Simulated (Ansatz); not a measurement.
# WS2: the cost of one run

Computed with Ansatz 0.2.0 (DFT r2SCAN, scalar-relativistic, plane waves, PAW, unless a step's input says otherwise).

### Step 1. The starting structure

Symmetry: P-3m1, No. 164, trigonal system. Conventional cell: a = 3.183 Å, b = 3.183 Å, c = 23.669 Å, α = 90.00°, β = 90.00°, γ = 120.00°. W (site symmetry 3m) has 6 S at 2.41 Å as nearest neighbours. Around S (site symmetry 3m) lie 3 W at 2.41 Å.

Coordinates:

```
W S
1.0
     3.18321    0.00000    0.00000
    -1.59160    2.75674    0.00000
     0.00000    0.00000   23.66876
W S
2 4
Direct
  0.33333 0.66667 0.63732
  0.66667 0.33333 0.36268
  0.33333 0.66667 0.29682
  0.66667 0.33333 0.57144
  0.33333 0.66667 0.42856
  0.66667 0.33333 0.70318
```

Source of the structure: the Materials Project (structure only).

(A quick probe on a coarse mesh, which set the mesh and smearing, is not shown.)

### Step 3. The relaxation

The input, input.yaml:

```yaml
crystal:
  lattice:
    - [3.1832085602, 0.0, 0.0]
    - [-1.5916042801, 2.7567394786, 0.0]
    - [0.0, 0.0, 23.66876325]
  atoms:
    - { symbol: W, position: [0.33333333, 0.66666667, 0.63731754] }
    - { symbol: W, position: [0.66666667, 0.33333333, 0.36268246] }
    - { symbol: S, position: [0.33333333, 0.66666667, 0.29681611] }
    - { symbol: S, position: [0.66666667, 0.33333333, 0.57144183] }
    - { symbol: S, position: [0.33333333, 0.66666667, 0.42855817] }
    - { symbol: S, position: [0.66666667, 0.33333333, 0.70318389] }
basis:
  ecutwfc: 500
kpoints:
  mp_grid: { grid: [12, 12, 2] }
hamiltonian:
  xc: r2scan
scf:
  occupations: { method: gaussian, width: 0.02 }
output:
  forces: true
  stress: true
  eigenvalues: true
relax:
  adjacent_minimum: "off"
  f_tol: 0.005
  max_steps: 80
  cell: { stress_tol: 0.05 }
```

Run with:

```sh
$ ansatz run input.yaml --threads 1 --pin off --max-ram 2560MiB --backend cpu --events-out ev --progress --plain --runs-dir out
```

What time and memory should one allow on 1 thread of Intel Xeon Platinum 8259CL at 2.50GHz (Skylake/Cascade Lake), shared host?

About 2.2 min, with a peak of 1 GiB.
